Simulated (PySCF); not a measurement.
**Accurate constants of CoH, step by step**

Aim: bond length, wavenumber and bond energy of CoH near the limit of CCSD(T), built from two basis sets and any small corrections listed.

Computed with PySCF 2.14.0. Level: CCSD(T) on ROHF, no relativity.

## (1) The job

```
molecule             : CoH
state                : triplet, unpaired electrons π ↑, δ ↑
smaller basis        : Co cc-pVTZ, H cc-pVTZ
larger basis         : Co cc-pVQZ, H cc-pVQZ
frozen core orbitals : 9
extrapolation        : correlation as n⁻³ (n = 3, 4), Hartree–Fock as (n+1)·exp(−9√n)
corrections          : none
distances (Å)        : 1.3548, 1.4164, 1.4780, 1.5396, 1.6012, 1.6781, 1.7551
masses (u)           : 58.9332, 1.0078
dissociation limit   : Co + H
```

Run with:

```console
$ OMP_NUM_THREADS=4 python comp.py task.json out
```

## (2) Coupled cluster at each distance

**Question.** What will these runs give? Wanted: for each run, Re; ωe; ωexe; αe; De.

**Answer**, as computed:

```
               level  Re (Å)  ωe (cm⁻¹)  ωexe (cm⁻¹)  αe (cm⁻¹)  De (eV)
CCSD(T)/cc-pVTZ(-PP)  1.5217     1840.2         35.0      0.230    2.152
CCSD(T)/cc-pVQZ(-PP)  1.5244     1832.2         34.4      0.227    2.268
              HF/CBS  1.6306     1544.5         21.6      0.159   -0.313
             MP2/CBS  1.5007     1902.0         32.0      0.242    2.756
            CCSD/CBS  1.5379     1771.4         31.2      0.216    2.077
         CCSD(T)/CBS  1.5258     1828.3         33.8      0.224    2.346
```

What this shows: The last step gives Re = 1.5258 Å, ωe = 1828.3 cm⁻¹ and De = 2.346 eV; the smaller basis alone is off from it by -4.1 mÅ and -0.19 eV. Near the minimum the mean field is unbound by 0.35 eV and correlation adds 2.70 eV of binding. T1 is 0.071, large enough to doubt a single reference. Spin–orbit coupling and excitations beyond (T) are left out.
